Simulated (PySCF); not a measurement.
# BSb with other numerical set-ups

Aim: see how much the energy and properties of BSb depend on the numerical set-up.

Computed with PySCF 2.14.0. Level: each script names its method and basis.

5 further runs of the same task are left out: 2 for a known fault of the program, 3 that didn't finish.

### 1 The starting structure

BSb: 2 atoms, charge 0, spin multiplicity 1.

Bond lengths: B1–Sb2 2.289 Å.

### 2 The run that the others are compared with

Input file input.py:

```python
from pyscf import gto, dft

mol = gto.M(
    atom='B 0 0 0; Sb 0 0 2.289',
    basis='lanl2dz',
    ecp={'Sb': 'lanl2dz'},
    charge=0,
    spin=0,
    verbose=4,
)
mf = dft.RKS(mol, xc='bp86')
mf = mf.newton()
mf.kernel()
mf.stability(internal=True, external=True)
mf.dip_moment()
print('orbital energies (hartree):', mf.mo_energy[..., max(0, mol.nelec[1]-3):mol.nelec[0]+3].round(4))
```

The run is started by

```bash
$ python input.py
```

Its log is not repeated here.

Base result: E(SCF) = -30.084052 Eh, 5 macro-iterations, μ = 0.38 D, internal unstable; real -> complex stable; RHF/RKS -> UHF/UKS unstable.

The bond length is a typed value, not an optimised one. A lower solution of the same kind exists, so this energy is an upper bound.

### 3 Density fitting weigend

Edit 1 changes density fitting: none → weigend.

Input file input.py:

```python
from pyscf import gto, dft

mol = gto.M(
    atom='B 0 0 0; Sb 0 0 2.289',
    basis='lanl2dz',
    ecp={'Sb': 'lanl2dz'},
    charge=0,
    spin=0,
    verbose=4,
)
mf = dft.RKS(mol, xc='bp86')
mf = mf.density_fit(auxbasis='weigend')
mf = mf.newton()
mf.kernel()
mf.stability(internal=True, external=True)
mf.dip_moment()
print('orbital energies (hartree):', mf.mo_energy[..., max(0, mol.nelec[1]-3):mol.nelec[0]+3].round(4))
```

The run is started by

```bash
$ python input.py
```

### 4 Cartesian functions on

Edit 2 changes Cartesian functions: off → on.

input.py, as its differences from that of step 2:

```diff
@@ -8,2 +8,3 @@
     spin=0,
+    cart=True,
     verbose=4,
```

### 5 Crenbl

Edit 3 changes basis set: lanl2dz → crenbl. The core potential changes with it: totals don't compare.

input.py, as its differences from that of step 2:

```diff
@@ -4,4 +4,4 @@
     atom='B 0 0 0; Sb 0 0 2.289',
-    basis='lanl2dz',
-    ecp={'Sb': 'lanl2dz'},
+    basis='crenbl',
+    ecp={'B': 'crenbl', 'Sb': 'crenbl'},
     charge=0,
```

### 6 Integration grid 0

Edit 4 changes integration grid: default → 0.

input.py, as its differences from that of step 2:

```diff
@@ -11,2 +11,3 @@
 mf = dft.RKS(mol, xc='bp86')
+mf.grids.level = 0
 mf = mf.newton()
```

### 7 Integration grid 1

Edit 5 changes integration grid: default → 1.

input.py, as its differences from that of step 2:

```diff
@@ -11,2 +11,3 @@
 mf = dft.RKS(mol, xc='bp86')
+mf.grids.level = 1
 mf = mf.newton()
```

Before running it: what results should come out? Wanted: for each run, E(SCF); from base; gap; SCF dipole; after the SCF.

As calculated:

| run | E(SCF) (hartree) | from base (eV) | cycles | gap (eV) | SCF dipole (D) | functions | after the SCF |
| --- | --- | --- | --- | --- | --- | --- | --- |
| base | -30.084052 | 0 | 5 macro | -0.60 | 0.38 | 17 | unstable: internal, RHF/RKS -> UHF/UKS |
| density fitting weigend | -30.084128 | not comparable | 5 macro | -0.60 | 0.38 | 17 | unstable: internal, RHF/RKS -> UHF/UKS |
| Cartesian functions on | -30.084052 | 0.0000 | 5 macro | -0.60 | 0.38 | 17 | unstable: internal, RHF/RKS -> UHF/UKS |
| crenbl | -85.404602 | not comparable | 5 macro | -0.51 | 0.82 | 48 | unstable: internal, RHF/RKS -> UHF/UKS |
| integration grid 0 (poor choice) | -30.087357 | -0.0899 | 5 macro | -0.60 | 0.38 | 17 | unstable: internal, RHF/RKS -> UHF/UKS |
| integration grid 1 | -30.084046 | +0.0002 | 5 macro | -0.60 | 0.38 | 17 | unstable: internal, RHF/RKS -> UHF/UKS |

What this shows: No change of the SCF energy comes from Cartesian functions on. The basis has no d shells, so the Cartesian switch can't act. The largest comparable shift of the SCF energy, -0.090 eV, comes with the run “integration grid 0”. Rows marked «poor choice» come from settings spoiled on purpose.
